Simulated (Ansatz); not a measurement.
Predict the output of the script below (Ansatz 0.2.0, Python API).

The script, `strain_scb2ir3.py`:
```python
import ansatz as az
import numpy as np

VECTORS = np.array([
    [5.429669, 0.0, 0.0],
    [-2.714834, 4.702231, 0.0],
    [0.0, 0.0, 3.044006],
])
SITES = [
    ("Sc", [0.0, 0.0, 0.5]),
    ("B", [1 / 3, 2 / 3, 0.5]),
    ("B", [2 / 3, 1 / 3, 0.5]),
    ("Ir", [0.0, 0.5, 0.0]),
    ("Ir", [0.5, 0.0, 0.0]),
    ("Ir", [0.5, 0.5, 0.0]),
]


def build(cell):
    crystal = az.Crystal(lattice=az.Lattice.of(cell))
    for symbol, position in SITES:
        crystal = crystal.atom(symbol, position)
    return crystal


def main() -> None:
    values = np.linspace(-0.03, 0.03, 7)
    energies = []
    for d in values:
        strain = np.array([[0, d / 2, 0], [d / 2, 0, 0], [0, 0, 0]])
        cell = VECTORS @ (np.eye(3) + strain)
        base = (
            build(cell).calculation()
            .mixing("broyden")
            .basis(41 * az.Ry, density_ratio=6)
            .occupations("fermi_dirac")
            .functional("r2scan")
            .scf(tolerance=1e-06)
            .kpoints(8, 8, 11)
        )
        rep = base.run().report
        energies.append(rep["free_energy_ev"] / len(SITES))
        print(f"d = {d:+.4f}  F = {energies[-1]:.5f} eV/atom")
    energies = np.array(energies)

    for value, e in zip(values, energies):
        print(f"strain {value:7.3f}   E - Emin = {1000 * (e - energies.min()):9.3f} meV/atom")
    np.savetxt("strain.csv", np.column_stack([values, energies]), fmt="%.6f", delimiter=",", header="strain,energy_eV_per_atom")
    curvature = 2 * np.polyfit(values, energies, 3)[1]
    volume = abs(np.linalg.det(VECTORS)) / len(SITES)
    print(f"d2E/dd2 over the volume: {curvature / volume * 160.21766:.1f} GPa")


if __name__ == "__main__":
    main()
```

```console
$ python strain_scb2ir3.py
d = -0.0300  F = -6383.99171 eV/atom
d = -0.0200  F = -6383.99507 eV/atom
d = -0.0100  F = -6383.99709 eV/atom
d = +0.0000  F = -6383.99776 eV/atom
d = +0.0100  F = -6383.99709 eV/atom
d = +0.0200  F = -6383.99507 eV/atom
d = +0.0300  F = -6383.99171 eV/atom
strain  -0.030   E - Emin =     6.047 meV/atom
strain  -0.020   E - Emin =     2.688 meV/atom
strain  -0.010   E - Emin =     0.673 meV/atom
strain   0.000   E - Emin =     0.000 meV/atom
strain   0.010   E - Emin =     0.673 meV/atom
strain   0.020   E - Emin =     2.688 meV/atom
strain   0.030   E - Emin =     6.047 meV/atom
d2E/dd2 over the volume: 166.2 GPa
```

`strain.csv`, as written:
```csv
# strain,energy_eV_per_atom
-0.030000,-6383.991713
-0.020000,-6383.995072
-0.010000,-6383.997087
0.000000,-6383.997760
0.010000,-6383.997087
0.020000,-6383.995072
0.030000,-6383.991713
```

Against the unstrained cell the energy per atom changes by +6.05 meV at one end of the scan and +6.05 meV at the other, and its second derivative over the volume is 166.2 GPa.

What to keep in mind:
- The settings weren't tested for convergence.
- The curvature belongs to this strain pattern and to the cell's stress; it equals a single elastic constant only for simple patterns.
- In a metal a curvature from energy changes of a few meV or less hangs on mesh and smearing, in size and even in sign.
- Spin-orbit coupling, which matters for elements this heavy, is left out.
- This cell is a computed structure, which may not be the phase found in nature.
- The ions keep their fractional positions (clamped ions).
- Run time: 8.7 min on 1 thread of Arm Neoverse V2, on a shared host, peak memory 1.2 GiB.
